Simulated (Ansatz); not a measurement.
# BeH2O2 (Behoite): the cost of one run

Method: DFT, r2SCAN, plane-wave PAW, default files, scalar-relativistic, in Ansatz 0.2.0.

1 further run of the same task is left out (set aside as unsound or not needed).

### Step 1. The system as given

Symmetry: P2_12_12_1, No. 19, orthorhombic system. The conventional cell has a = 4.534 Å, b = 4.625 Å, c = 7.038 Å, α = 90.00°, β = 90.00°, γ = 90.00°. Be (site symmetry 1) is surrounded by 4 O at 1.62 to 1.65 Å. Around H (site symmetry 1) lie 1 O at 0.97 Å. O (site symmetry 1) has 1 H at 0.97 Å as nearest neighbours.

Coordinates:

```cif
data_structure
_symmetry_space_group_name_H-M 'P 1'
_symmetry_Int_Tables_number 1
_cell_length_a 4.5336
_cell_length_b 4.6255
_cell_length_c 7.0384
_cell_angle_alpha 90.000
_cell_angle_beta 90.000
_cell_angle_gamma 90.000
_cell_volume 147.60
loop_
_atom_site_label
_atom_site_type_symbol
_atom_site_fract_x
_atom_site_fract_y
_atom_site_fract_z
_atom_site_occupancy
Be1 Be 0.03648 0.70020 0.62606 1
Be2 Be 0.46352 0.29980 0.12606 1
Be3 Be 0.53648 0.79980 0.37394 1
Be4 Be 0.96352 0.20020 0.87394 1
H1 H 0.27269 0.09318 0.56869 1
H2 H 0.22731 0.90682 0.06869 1
H3 H 0.77269 0.40682 0.43131 1
H4 H 0.72731 0.59318 0.93131 1
H5 H 0.35315 0.42454 0.78195 1
H6 H 0.14685 0.57546 0.28195 1
H7 H 0.85315 0.07546 0.21805 1
H8 H 0.64685 0.92454 0.71805 1
O1 O 0.18244 0.11029 0.04950 1
O2 O 0.31756 0.88971 0.54950 1
O3 O 0.68244 0.38971 0.95050 1
O4 O 0.81756 0.61029 0.45050 1
O5 O 0.15570 0.40804 0.72869 1
O6 O 0.34430 0.59196 0.22869 1
O7 O 0.65570 0.09196 0.27131 1
O8 O 0.84430 0.90804 0.77131 1
```

The earlier run gave: gap on the mesh 6.13 eV, largest force 0.006 eV/Å, pressure -0.9 GPa.

Site by site (atoms counted from 1):

| site | atoms | first shell | V_zz (10²¹ V/m²) | η | C_Q (MHz) |
| --- | --- | --- | --- | --- | --- |
| Be | 1, 2, 3, 4 | 6 H at 2.15–2.61 Å, 4 O at 1.62–1.65 Å; also 2 O at 3.14–3.17 Å | 0.060 | 0.55 | 0.077 (⁹Be) |
| H5 | 5, 6, 7, 8 | 1 O at 0.97 Å; also 1 O at 1.92 Å | 3.80 | 0.05 | 0.263 (²H) |
| H9 | 9, 10, 11, 12 | 1 O at 0.97 Å; also 1 O at 1.91 Å | 3.75 | 0.05 | 0.259 (²H) |
| O13 | 13, 14, 15, 16 | 1 H at 0.97 Å, 2 Be at 1.64 Å; also 1 H at 1.91 Å, 1 Be at 3.14 Å | 10.96 | 0.48 | -6.78 (¹⁷O) |
| O17 | 17, 18, 19, 20 | 1 H at 0.97 Å, 2 Be at 1.62–1.65 Å; also 1 H at 1.92 Å, 1 Be at 3.17 Å | 10.85 | 0.46 | -6.71 (¹⁷O) |

Conventions: |V_zz| ≥ |V_yy| ≥ |V_xx|, η = (V_xx − V_yy)/V_zz, C_Q = eQV_zz/h. Nuclear quadrupole moments: year-2017 set (Pyykkö).

### Step 2. X and y stretched by +1 %

input.yaml reads:

```yaml
crystal:
  lattice:
    - [4.578936, 0.0, 0.0]
    - [0.0, 4.671755, 0.0]
    - [0.0, 0.0, 7.0384]
  atoms:
    - { symbol: Be, position: [0.0364798067, 0.7002019792, 0.6260597783] }
    - { symbol: Be, position: [0.4635201933, 0.2997980208, 0.1260597783] }
    - { symbol: Be, position: [0.5364798067, 0.7997980208, 0.3739402217] }
    - { symbol: Be, position: [0.9635201933, 0.2002019792, 0.8739402217] }
    - { symbol: H, position: [0.2726927173, 0.0931750884, 0.5686851651] }
    - { symbol: H, position: [0.2273072827, 0.9068249116, 0.0686851651] }
    - { symbol: H, position: [0.7726927173, 0.4068249116, 0.4313148349] }
    - { symbol: H, position: [0.7273072827, 0.5931750884, 0.9313148349] }
    - { symbol: H, position: [0.3531494969, 0.4245371716, 0.7819456212] }
    - { symbol: H, position: [0.1468505031, 0.5754628284, 0.2819456212] }
    - { symbol: H, position: [0.8531494969, 0.0754628284, 0.2180543788] }
    - { symbol: H, position: [0.6468505031, 0.9245371716, 0.7180543788] }
    - { symbol: O, position: [0.1824436033, 0.1102862825, 0.0495002097] }
    - { symbol: O, position: [0.3175563967, 0.8897137175, 0.5495002097] }
    - { symbol: O, position: [0.6824436033, 0.3897137175, 0.9504997903] }
    - { symbol: O, position: [0.8175563967, 0.6102862825, 0.4504997903] }
    - { symbol: O, position: [0.1557047981, 0.4080398226, 0.7286911842] }
    - { symbol: O, position: [0.3442952019, 0.5919601774, 0.2286911842] }
    - { symbol: O, position: [0.6557047981, 0.0919601774, 0.2713088158] }
    - { symbol: O, position: [0.8442952019, 0.9080398226, 0.7713088158] }
kpoints:
  mp_grid: { grid: [5, 5, 3] }
scf:
  occupations: { method: fermi_dirac, width: 0.02 }
hamiltonian:
  xc: r2scan
  pseudopotentials: { kind: paw }
output:
  forces: true
  stress: true
  populations: true
  efg:
    quadrupole_moments_barn: { Be: 0.05288, H: 0.00285783, O: -0.02558 }
    contact_densities: true
```

Command:

```
$ ansatz run input.yaml --threads 1 --pin off --max-ram 3072MiB --backend cpu --events-out ev --progress --plain --runs-dir out
```

Q: Estimate wall time and peak memory on 1 thread of Arm Neoverse V2, shared host.

About 32 s, with a peak of 0.64 GiB.
